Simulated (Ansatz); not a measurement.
**Zr3F2: one candidate structure**

Where does Zr3F2 go from the start given, anti-corundum type (R-3c, No. 167)?

Method: DFT PBE, scalar-relativistic, plane waves, PAW, in Ansatz 0.2.0.

## Step 1: The structure to begin with

The structure is trigonal, space group R-3c (No. 167). The conventional cell has a = 5.654 Å, b = 5.654 Å, c = 15.436 Å, α = 90.00°, β = 90.00°, γ = 120.00°. Zr (site symmetry 2) is surrounded by 4 F at 2.20 to 2.34 Å. F (site symmetry 3) is surrounded by 6 Zr at 2.20 to 2.34 Å.

As a file:

```xyz
10
Lattice="2.8269 1.6321 5.1454 -2.8269 1.6321 5.1454 0.0000 -3.2642 5.1454" Properties=species:S:1:pos:R:3 pbc="T T T"
Zr   -1.0954   -1.6321    6.4318
Zr    1.9612   -0.1326    6.4318
Zr   -0.8657    1.7647    6.4318
Zr    1.0954    1.6321    9.0045
Zr   -1.9612    0.1326    9.0045
Zr    0.8657   -1.7647    9.0045
F     0.0000    0.0000   13.1545
F     0.0000    0.0000    9.9999
F     0.0000    0.0000    2.2818
F     0.0000    0.0000    5.4363
```

(A quick probe on a coarse mesh, which set the mesh and smearing, is not shown.)

## Step 3: A loose first relaxation

Input file input.yaml:

```yaml
crystal:
  lattice:
    - [2.8269179461, 1.6321218371, 5.1454151818]
    - [-2.8269179461, 1.6321218371, 5.1454151818]
    - [0.0, -3.2642436743, 5.1454151818]
  atoms:
    - { symbol: Zr, position: [0.05625, 0.44375, 0.75] }
    - { symbol: Zr, position: [0.75, 0.05625, 0.44375] }
    - { symbol: Zr, position: [0.44375, 0.75, 0.05625] }
    - { symbol: Zr, position: [0.94375, 0.55625, 0.25] }
    - { symbol: Zr, position: [0.25, 0.94375, 0.55625] }
    - { symbol: Zr, position: [0.55625, 0.25, 0.94375] }
    - { symbol: F, position: [0.85218, 0.85218, 0.85218] }
    - { symbol: F, position: [0.64782, 0.64782, 0.64782] }
    - { symbol: F, position: [0.14782, 0.14782, 0.14782] }
    - { symbol: F, position: [0.35218, 0.35218, 0.35218] }
basis:
  ecutwfc: 420
kpoints:
  mp_grid: { grid: [6, 6, 6] }
hamiltonian:
  xc: pbe
scf:
  occupations: { method: gaussian, width: 0.1 }
  lower_state_search: "off"
output:
  forces: true
  stress: true
  eigenvalues: true
relax:
  adjacent_minimum: "off"
  f_tol: 0.04
  max_steps: 70
  cell: { stress_tol: 0.4 }
```

Launch:

```sh
$ ansatz run input.yaml --threads 1 --pin off --max-ram 2560MiB --backend cpu --events-out ev --progress --plain --runs-dir out
```

The session goes on with these runs: the relaxation.

**Question.** What will these runs give?

As calculated:

Formation energies count from the elements, computed with the same settings in runs not shown here.

```
                          quantity                                                                        value
               cell (conventional)  a = 6.560 Å, b = 6.560 Å, c = 14.434 Å, α = 90.00°, β = 90.00°, γ = 120.00°
                       space group                                                               R-3c (No. 167)
                            volume                                                                17.93 Å³/atom
                   gap on the mesh                                                                 none (metal)
formation energy from the elements                                                               -1.281 eV/atom
```

The space group stayed R-3c, and from the first guess the volume went from 14.24 to 17.93 Å³/atom. With -1.28 eV/atom it lies under the elements, which doesn't yet make it stable against other compounds of them.
